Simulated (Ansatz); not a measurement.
Turn this script for Ansatz's Python interface into the input file that the command-line program reads.

`energy.py`:
```python
'''Single point of C2H3IO.'''

import ansatz as az

geometry = (
    az.Crystal.molecule()
    .atom('O', [-0.7077, 1.2993, 0.1655])
    .atom('C', [0.3413, 0.5393, 0.2772])
    .atom('C', [0.3881, -0.7415, -0.0964])
    .atom('I', [-1.0437, -1.7892, -0.9136])
    .atom('H', [-1.4674, 0.8024, -0.2609])
    .atom('H', [1.1728, 1.1026, 0.7148])
    .atom('H', [1.378, -1.2809, 0.0678])
)

calculation = (
    geometry.calculation()
    .basis(gaussian='def2-TZVP')
    .correlation('mp2', electrons='valence')
    .scf(lower_state_search='standard')
)
report = calculation.session().plan(threads=1).execute().report

print('reference energy %16.6f eV' % report['reference_energy_ev'])
print('total energy     %16.6f eV' % report['free_energy_ev'])
print('occupied orbitals outside the frozen core (up, down):', report['n_occupied'], ' frozen:', report['n_frozen'], ' virtual:', report['n_virtual'])

parts = report['correlation']
for name in ('random_phase', 'coupled_cluster', 'perturbative'):
    if name in parts:
        print(f'{name:16s} {parts[name]["energy"]["hartree"]:12.7f} Ha')
if 'second_order' in parts:
    pair = parts['second_order']
    print(f'MP2 same spin {pair["same_spin"]["hartree"]:.7f} Ha, opposite spin {pair["opposite_spin"]["hartree"]:.7f} Ha')

state = report['mean_field']['state']
print(f'mean field: {state["energy"]["hartree"]:.7f} Ha, <S^2> = {abs(state["spin_squared"]):.4f}, stability: {state.get("stability", {}).get("kind")}')
```

```console
$ python energy.py
reference energy    -12218.492586 eV
total energy        -12247.180157 eV
occupied orbitals outside the frozen core (up, down): [17, 17]  frozen: 7  virtual: [137, 137]
MP2 same spin -0.3251262 Ha, opposite spin -0.7291226 Ha
mean field: -449.0213205 Ha, <S^2> = 0.0000, stability: minimum
```

`input.yaml`:
```yaml
crystal:
  periodic: [false, false, false]
  atoms:
    - { symbol: O, position_ang: [-0.7077, 1.2993, 0.1655] }
    - { symbol: C, position_ang: [0.3413, 0.5393, 0.2772] }
    - { symbol: C, position_ang: [0.3881, -0.7415, -0.0964] }
    - { symbol: I, position_ang: [-1.0437, -1.7892, -0.9136] }
    - { symbol: H, position_ang: [-1.4674, 0.8024, -0.2609] }
    - { symbol: H, position_ang: [1.1728, 1.1026, 0.7148] }
    - { symbol: H, position_ang: [1.378, -1.2809, 0.0678] }
basis:
  gaussian: { orbitals: def2-TZVP }
correlation:
  method: mp2
  electrons: valence
scf:
  lower_state_search: standard
```

Launched from the shell:
```console
$ ansatz run input.yaml --threads 1 --pin off --max-ram 4096MiB --backend cpu --events-out ev --progress --plain --runs-dir out
Engine: ansatz 0.2.0, x86_64-unknown-linux-gnu
Functional definition: HF
  exchange = exact_x
  correlation = 0
1239 factors; integrals over basis functions are off by at most 9.5e-4 eV
mean field evaluation 1: about -12215.9333 eV, gradient 3.1e1 eV
mean field evaluation 2: about -12216.1249 eV, gradient 3.1e1 eV
mean field evaluation 4: about -12218.4404 eV, gradient 3.8e0 eV
mean field evaluation 8: about -12218.4919 eV, gradient 3.4e-1 eV
mean field -12218.49258603 eV, -449.0213205448 hartree, gradient 5.2e-6 eV, S^2 0.000000; 0 other end points of the search recorded, 0 dependent functions left out
7 core orbitals not correlated: weight in the atoms' cores, before any rotation towards them, 1.000 or more for the frozen orbitals, at most 0.000 for the correlated occupied ones
reference -12218.49258603 eV, -449.0213205448 hartree; 17, 17 occupied and 137, 137 virtual orbitals, 1239 factors
second order -28.68757127 eV of doubles, -0.00000000 eV of singles
Total energy: -12247.18015730 eV, -450.0755693439 hartree
```

Notes:
- These settings explore the input space; basis and method may be short of convergence.
- The geometry is a force-field or estimated start, not a minimum of this method, and the basis set is short of its limit.
- def2 sets replace the cores of elements past krypton by effective core potentials.
- S² is that of the Hartree-Fock reference.
- It ran for 3.2 s on 1 thread of Intel(R) Xeon(R) 6975P-C (Granite Rapids), on a shared host, peak memory 0.37 GiB.

(A comment or docstring line of the script was reworded after the run, the code is as it ran; lines on the test bed's own set-up are left out of the output.)
